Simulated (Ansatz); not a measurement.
# RhO2: the cost of one run

Program: Ansatz 0.2.0. Level of theory: DFT LDA+U (U_eff = 4 eV on Rh d, around-mean-field double counting), plane waves, PAW. These are calculated values, not measurements.

### Step 1. Starting point

Symmetry: Fm-3m, No. 225, cubic system. The conventional cell has a = 4.794 Å, b = 4.794 Å, c = 4.794 Å, α = 90.00°, β = 90.00°, γ = 90.00°. Rh (site symmetry m-3m) has 8 O at 2.08 Å in its first shell of neighbours. O (site symmetry -43m) has 4 Rh at 2.08 Å in its first shell of neighbours.

As a file:

```cif
data_structure
_symmetry_space_group_name_H-M 'Fm-3m'
_symmetry_Int_Tables_number 225
_cell_length_a 4.7935
_cell_length_b 4.7935
_cell_length_c 4.7935
_cell_angle_alpha 90.000
_cell_angle_beta 90.000
_cell_angle_gamma 90.000
_cell_volume 110.14
loop_
_atom_site_label
_atom_site_type_symbol
_atom_site_symmetry_multiplicity
_atom_site_Wyckoff_symbol
_atom_site_fract_x
_atom_site_fract_y
_atom_site_fract_z
_atom_site_occupancy
Rh1 Rh 4 a 0.00000 0.00000 0.00000 1
O1 O 8 c 0.25000 0.75000 0.75000 1
```

### Step 2. Ferromagnetic start, free, symmetry kept, no search

input.yaml

```yaml
crystal:
  lattice:
    - [0.0, 2.39676113, 2.39676113]
    - [2.39676113, 0.0, 2.39676113]
    - [2.39676113, 2.39676113, 0.0]
  atoms:
    - { symbol: Rh, position: [0.0, 0.0, 0.0], spin: 5.0 }
    - { symbol: O, position: [0.25, 0.25, 0.25] }
    - { symbol: O, position: [0.75, 0.75, 0.75] }
basis:
  ecutwfc: 420
  ecutrho_ratio: 4
kpoints:
  mp_grid: { grid: [7, 7, 7] }
hamiltonian:
  xc: lda
  hubbard: { sites: [{ site: 0, l: d, u_eff: 4.0 }], double_counting: amf }
scf:
  occupations: { method: gaussian, width: 0.05 }
  lower_state_search: "off"
  max_iter: 150
output:
  forces: true
  stress: true
  eigenvalues: true
  populations: true
  hubbard: { sites: [{ site: 0, l: d }] }
magnetization:
  spin_polarized: true
```

Command:

```
ansatz run input.yaml --threads 2 --pin off --max-ram 3072MiB --backend cpu --events-out ev --progress --plain --runs-dir out
```

**Question.** How long does this run take on 2 threads of AMD EPYC 9R14 (Zen 4), shared host, and how much memory does it need?

About 1.5 s, with a peak of 0.35 GiB.
